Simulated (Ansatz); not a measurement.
**BH₄NZn: up Jacob's ladder to CCSD(T)**

The task here is to estimate one member of a computed series from the others.

Computed with Ansatz 0.2.0, Gaussian basis. Level: functionals in def2-TZVPP, the program's frozen cores in correlated methods.

Levels to be run: LDA (SPW92), PBE-D4, revPBE-D4, BLYP-D4, r2SCAN-D4, B97M-V, PBE0-D4, B3LYP-D4, r2SCANh-D4, r2SCAN0-D4, HSE06-D4, BHLYP-D4, CAM-B3LYP-D4, LC-ωPBE, ωB97X-V, ωB97M-V, B2PLYP, PBE-QIDH; CCSD(T)/def2-SVP; CCSD(T)/def2-TZVPP; MP2/def2-QZVPP; extrapolation to the limit; RPA on PBE.

### Structure used throughout

All runs share one geometry, relaxed beforehand with PBE0-D4 in a triple-zeta def2 set.

SMILES `[BH2][Zn][NH2]`, 7 atoms, charge 0, spin multiplicity 1.

Atoms are counted from 1 here; the program's logs count them from 0.

Bond lengths: B1–Zn2 2.035 Å, B1–H4 1.199 Å, B1–H5 1.199 Å, Zn2–N3 1.813 Å, N3–H6 1.007 Å, N3–H7 1.007 Å. Angles: Zn2–B1–H4 122.5°, Zn2–B1–H5 122.4°, H4–B1–H5 115.1°, B1–Zn2–N3 179.4°, Zn2–N3–H6 124.8°, Zn2–N3–H7 124.8°, H6–N3–H7 110.0°.

Set-up of the first run:

The input, in.yaml:

```yaml
crystal:
  periodic: [false, false, false]
  atoms:
    - {symbol: B, position_ang: [-1.596135, 0.186388, -1.051780]}
    - {symbol: Zn, position_ang: [0.098893, -0.010122, 0.057657]}
    - {symbol: N, position_ang: [1.619810, -0.177517, 1.030427]}
    - {symbol: H, position_ang: [-2.038605, -0.708696, -1.715516]}
    - {symbol: H, position_ang: [-2.226628, 1.205653, -1.086709]}
    - {symbol: H, position_ang: [2.149367, -1.028142, 1.127285]}
    - {symbol: H, position_ang: [1.993288, 0.532426, 1.638636]}
basis:
  gaussian: {orbitals: def2-TZVPP}
hamiltonian: {xc: lda}
output: {orbitals: {seedname: orbitals}}
```

Run with:

```
$ ansatz run in.yaml --threads 2 --pin off --events-out ev --progress --plain --max-ram 4352MiB
```

Steps of the session up to this table: LDA; PBE-D4 (GGA); revPBE-D4 (GGA); BLYP-D4 (GGA); r2SCAN-D4 (meta-GGA); B97M-V (meta-GGA); PBE0-D4 (hybrid); B3LYP-D4 (hybrid); r2SCANh-D4 (hybrid); r2SCAN0-D4 (hybrid); HSE06-D4 (hybrid); BHLYP-D4 (hybrid); CAM-B3LYP-D4 (range-separated); LC-ωPBE (range-separated); ωB97X-V (range-separated); ωB97M-V (range-separated); B2PLYP (double hybrid); PBE-QIDH (double hybrid).

One table of the session follows, with a row left open; its other results are not shown here.

It belongs to the step «Frontier levels by functional». 

```
  functional  HOMO (eV)  LUMO (eV)  gap (eV)
 LDA (SPW92)      -5.61      -3.51      2.11
      PBE-D4      -5.40      -3.22      2.18
   revPBE-D4      -5.32      -3.10      2.22
     BLYP-D4      -5.26      -3.06      2.21
   r2SCAN-D4      -5.59      -2.90      2.69
      B97M-V      -5.59      -2.97      2.62
     PBE0-D4      -6.56      -2.29      4.27
    B3LYP-D4      -6.34      -2.50      3.85
  r2SCANh-D4      -6.03      -2.58      3.45
  r2SCAN0-D4      -6.73      -2.10      4.63
    HSE06-D4      -6.15      -2.66      3.49
    BHLYP-D4      -7.74      -1.30      6.44
CAM-B3LYP-D4          ?          ?         ?
     LC-ωPBE      -9.40      -0.02      9.38
     ωB97X-V      -8.99      -0.13      8.86
     ωB97M-V      -8.91      -0.38      8.52
```

Q: Estimate the row for CAM-B3LYP-D4 from the others.

The run gave: HOMO (eV): -7.97; LUMO (eV): -1.21; gap (eV): 6.76. In the column «HOMO (eV)» it lies between ωB97M-V (-8.91) and BHLYP-D4 (-7.74).
